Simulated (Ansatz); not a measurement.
**UCCSD(T)/aug-cc-pVDZ run of GaCl2O (SMILES [O][Ga]([Cl])[Cl])**

Aim: the electronic atomisation energy of GaCl2O at UCCSD(T)/aug-cc-pVDZ, from 4 runs. 

The calculation is run with Ansatz 0.2.0.

47 further runs of the same task are left out: 5 that didn't finish, 42 set aside as unsound or not needed.

**1. Starting point**

GaCl2O has 4 atoms, charge 0, and is taken as a doublet. As SMILES, `[O][Ga]([Cl])[Cl]`. The shape is that of a PBE0-D4/def2-TZVP optimisation.

Bond lengths: O1–Ga2 1.794 Å, Ga2–Cl3 2.110 Å, Ga2–Cl4 2.110 Å. Angles: O1–Ga2–Cl3 118.5°, O1–Ga2–Cl4 118.5°, Cl3–Ga2–Cl4 123.0°.

**2. A single-point energy at UCCSD(T)/aug-cc-pVDZ**

File job.yaml:

```yaml
crystal:
  periodic: [false, false, false]
  atoms:
    - symbol: O
      position_ang: [0.746300, 1.055700, 1.312100]
    - symbol: Ga
      position_ang: [0.035800, 0.016900, 0.034200]
    - symbol: Cl
      position_ang: [0.760400, -1.952900, -0.180900]
    - symbol: Cl
      position_ang: [-1.486800, 0.819800, -1.185700]
basis:
  gaussian:
    orbitals: aug-cc-pVDZ
magnetization:
  spin_polarized: true
  initial_magnetization: 1
correlation:
  method: ccsd_t
  frozen_orbitals: {Cl: 5, Ga: 9, O: 1}
accuracy: high
scf:
  omitted_lower_state_checks: [cluster_reference, increment]
```

Launch:

```sh
$ ansatz run job.yaml --threads 1 --pin off --max-ram 3480MiB --events-out events.jsonl --progress --plain --runs-dir runs
```

Log (excerpt; [...] marks lines left out):

```text
Warning: RAYON_NUM_THREADS=1 ignored (pool sized by the plan → 1); use --threads N
Functional definition: HF
  name "HF"
[...]
2216 factors; integrals over basis functions are off by at most 3.7e-9 eV
[...]
mean field -79381.11914309 eV, -2917.2023220536 hartree, gradient 2.8e-8 eV, S^2 0.759771; 4 other end points of the search recorded, 0 dependent functions left out
20 core orbitals not correlated: weight in the atoms' cores, before any rotation towards them, 1.000 or more for the frozen orbitals, at most 0.000 for the correlated occupied ones
reference -79381.11914309 eV, -2917.2023220536 hartree; 17, 16 occupied and 76, 77 virtual orbitals, 2216 factors
second order -14.12109671 eV of doubles, -0.00000000 eV of singles
cycle   1  -14.72712018 eV  change   -6.1e-1 eV  update   9.1e-2
[...]
cycle  29  -15.12002176 eV  change   3.1e-10 eV  update   2.1e-9
perturbative correction -0.46319006 eV, -0.0170219206 hartree
Total energy: -79396.70235491 eV, -2917.7749945252 hartree
Checks for a lower state left out: cluster_reference, increment
```

Wall time 4.7 min (1 thread of Arm Neoverse V2, shared host); peak memory 1.7 GiB.

**3. The Cl atom at the same level**

File job.yaml:

```yaml
crystal:
  periodic: [false, false, false]
  atoms:
    - {symbol: Cl, position_ang: [0.000000, 0.000000, 0.000000]}
basis:
  gaussian: {orbitals: aug-cc-pVDZ}
correlation: {method: ccsd_t, frozen_orbitals: {Cl: 5}}
magnetization: {spin_polarized: true, initial_magnetization: 1}
accuracy: high
scf: {omitted_lower_state_checks: [cluster_reference, increment]}
```

Run the same way, it converges to -459.61222 Eh (log not shown).

**4. The Ga atom at the same level**

File in.yaml:

```yaml
crystal:
  periodic: [false, false, false]
  atoms:
    - {symbol: Ga, position_ang: [0.000000, 0.000000, 0.000000]}
basis:
  gaussian:
    orbitals: aug-cc-pVDZ
magnetization:
  spin_polarized: true
  initial_magnetization: 1
correlation:
  method: ccsd_t
  frozen_orbitals: {Ga: 9}
accuracy: high
scf:
  omitted_lower_state_checks: [cluster_reference, increment]
```

Run the same way, it converges to -1923.25681 Eh (log not shown).

**5. The O atom, same level**

File in.yaml:

```yaml
crystal:
  periodic: [false, false, false]
  atoms:
    - {symbol: O, position_ang: [0.000000, 0.000000, 0.000000]}
basis:
  gaussian:
    orbitals: aug-cc-pVDZ
total_charge: 0
magnetization:
  spin_polarized: true
  initial_magnetization: 2
correlation:
  method: ccsd_t
  frozen_orbitals: {O: 1}
accuracy: high
scf:
  omitted_lower_state_checks: [cluster_reference, increment]
```

Run the same way, it converges to -74.92565 Eh (log not shown).

**6. What came out**

Level: UCCSD(T)/aug-cc-pVDZ, 20 core orbitals frozen.

| quantity | value |
| --- | --- |
| molecule: total energy | -2917.77499 Eh |
| molecule: correlation energy (20 core orbitals frozen) | -572.7 mEh |
| molecule: (T) correction | -17.02 mEh |
| molecule: ⟨S²⟩ of the reference determinant | 0.760 |
| molecule: T1 diagnostic | 0.013 |
| Cl atom: total energy | -459.61222 Eh |
| Cl atom: correlation energy (5 core orbitals frozen) | -139.4 mEh |
| Cl atom: (T) correction | -2.29 mEh |
| Cl atom: ⟨S²⟩ of the reference determinant | 0.757 |
| Cl atom: T1 diagnostic | 0.007 |
| Ga atom: total energy | -1923.25681 Eh |
| Ga atom: correlation energy (9 core orbitals frozen) | -63.9 mEh |
| Ga atom: (T) correction | -1.94 mEh |
| Ga atom: ⟨S²⟩ of the reference determinant | 0.763 |
| Ga atom: T1 diagnostic | 0.008 |
| O atom: total energy | -74.92565 Eh |
| O atom: correlation energy (1 core orbital frozen) | -129.1 mEh |
| O atom: (T) correction | -1.81 mEh |
| O atom: ⟨S²⟩ of the reference determinant | 2.008 |
| O atom: T1 diagnostic | 0.010 |
| electronic atomisation energy | 10.016 eV |

What this shows: Taking the molecule apart into free atoms costs 10.02 eV (966 kJ/mol), before zero-point energy and without spin-orbit coupling. The triples (molecule) make up 3.0 % of the correlation energy. The triples (Cl atom) make up 1.6 % of the correlation energy. The triples (Ga atom) make up 3.0 % of the correlation energy. The triples (O atom) make up 1.4 % of the correlation energy.
